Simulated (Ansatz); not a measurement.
# FH4SiSn radical: one species, many methods

Aim: compute FH4SiSn radical with functionals from several rungs and with coupled cluster. The yardstick is the atomisation energy at the CCSD(T) limit.

Method: functionals in def2-TZVPP, the program's frozen cores in correlated methods; program: Ansatz 0.2.0, Gaussian basis.

Plan: LDA (SPW92), PBE-D4, revPBE-D4, BLYP-D4, r2SCAN-D4, B97M-V, PBE0-D4, B3LYP-D4, r2SCANh-D4, r2SCAN0-D4, HSE06-D4, BHLYP-D4, CAM-B3LYP-D4, LC-ωPBE, ωB97X-V, ωB97M-V, B2PLYP, PBE-QIDH; CCSD(T)/def2-SVP; CCSD(T)/def2-TZVPP; MP2/def2-QZVPP; extrapolation to the limit; RPA on PBE.

## (1) The geometry

All runs share one geometry, relaxed beforehand with PBE0-D4 in a triple-zeta def2 set. Sn takes the def2 core potential; no spin-orbit term is included.

SMILES `[F][SnH][SiH3]`, 7 atoms, charge 0, spin multiplicity 2.

Atoms are counted from 1 here; the program's logs count them from 0.

Bond lengths: F1–Sn2 1.941 Å, Sn2–Si3 2.600 Å, Sn2–H4 1.731 Å, Si3–H5 1.486 Å, Si3–H6 1.483 Å, Si3–H7 1.486 Å. Angles: F1–Sn2–Si3 103.4°, F1–Sn2–H4 101.6°, Si3–Sn2–H4 115.8°, Sn2–Si3–H5 107.7°, Sn2–Si3–H6 108.1°, Sn2–Si3–H7 111.1°, H5–Si3–H6 109.7°, H5–Si3–H7 110.0°, H6–Si3–H7 110.2°.

## (2) LDA

This LDA is Slater exchange with PW92 correlation.

File in.yaml:

```yaml
crystal:
  periodic: [false, false, false]
  atoms:
    - {symbol: F, position_ang: [-1.714939, -1.551635, 1.206398]}
    - {symbol: Sn, position_ang: [-0.213053, -1.538718, -0.022444]}
    - {symbol: Si, position_ang: [0.610324, 0.926309, 0.055145]}
    - {symbol: H, position_ang: [-0.966754, -2.036401, -1.499292]}
    - {symbol: H, position_ang: [1.728433, 1.060497, -0.914827]}
    - {symbol: H, position_ang: [1.101556, 1.204045, 1.427090]}
    - {symbol: H, position_ang: [-0.484366, 1.867803, -0.297769]}
basis:
  gaussian: {orbitals: def2-TZVPP}
magnetization: {spin_polarized: true, initial_magnetization: 1}
hamiltonian: {xc: lda}
output: {orbitals: {seedname: orbitals}}
```

After this run come: PBE-D4 (GGA); revPBE-D4 (GGA); BLYP-D4 (GGA); r2SCAN-D4 (meta-GGA); B97M-V (meta-GGA); PBE0-D4 (hybrid); B3LYP-D4 (hybrid); r2SCANh-D4 (hybrid); r2SCAN0-D4 (hybrid); HSE06-D4 (hybrid); BHLYP-D4 (hybrid); CAM-B3LYP-D4 (range-separated); LC-ωPBE-D4 (range-separated); ωB97X-V (range-separated); ωB97M-V (range-separated); B2PLYP (double hybrid); PBE-QIDH (double hybrid); CCSD(T) in def2-SVP; CCSD(T) in def2-TZVPP; MP2 in def2-QZVPP; RPA on PBE orbitals.

Before running them: what should the planned runs give, taken together? Wanted: atomisation energy, CCSD(T)/CBS; farthest beyond LDA; mean size of error, GGA; mean size of error, meta-GGA; mean size of error, hybrid; mean size of error, range-separated; mean size of error, double hybrid; gap, smallest and largest; T1 diagnostic.

As calculated:

| quantity | value |
| --- | --- |
| atomisation energy, CCSD(T)/CBS | 1858.2 kJ/mol |
| functionals within 18.6 kJ/mol (1.0 %) | PBE-D4, r2SCAN-D4, B97M-V, B3LYP-D4, CAM-B3LYP-D4, ωB97X-V, ωB97M-V |
| farthest beyond LDA | BHLYP-D4 (-57.6 kJ/mol) |
| mean size of error, GGA | 29.4 kJ/mol |
| mean size of error, meta-GGA | 10.5 kJ/mol |
| mean size of error, hybrid | 37.1 kJ/mol |
| mean size of error, range-separated | 16.1 kJ/mol |
| mean size of error, double hybrid | 50.6 kJ/mol |
| gap, smallest and largest | 0.72 eV (LDA (SPW92)), 7.53 eV (LC-ωPBE) |
| T1 diagnostic | 0.0164 |
| triples share of the correlation energy | 2.8 % |

What this shows: The LDA atomisation energy is off by 227.6 kJ/mol (12 %): it overbinds. PBE-D4 is off by -15.5 kJ/mol. Double hybrids carry the basis error of their MP2 part in triple zeta, and no dispersion term here, so their miss is partly the set-up's. The rungs meta-GGA, range-separated miss on average by less than the doubt on the reference (18.6 kJ/mol), so they tie. The reference freezes the cores and leaves out spin-orbit coupling and excitations past (T), and its outer-core shells are covered unevenly, so misses under about 18.6 kJ/mol can't be ranked. All levels share the lack of spin-orbit coupling, which lowers the free heavy atoms and so the true binding. Hartree-Fock recovers 72 % of the binding; the rest is correlation. CCSD(T) in def2-SVP is off by -167.9 kJ/mol, worse than the median functional, from the basis alone. Orbital gaps span 0.7 to 7.5 eV; exact exchange widens them. Correlated methods include outer-core shells of Sn, which these sets cover unevenly.
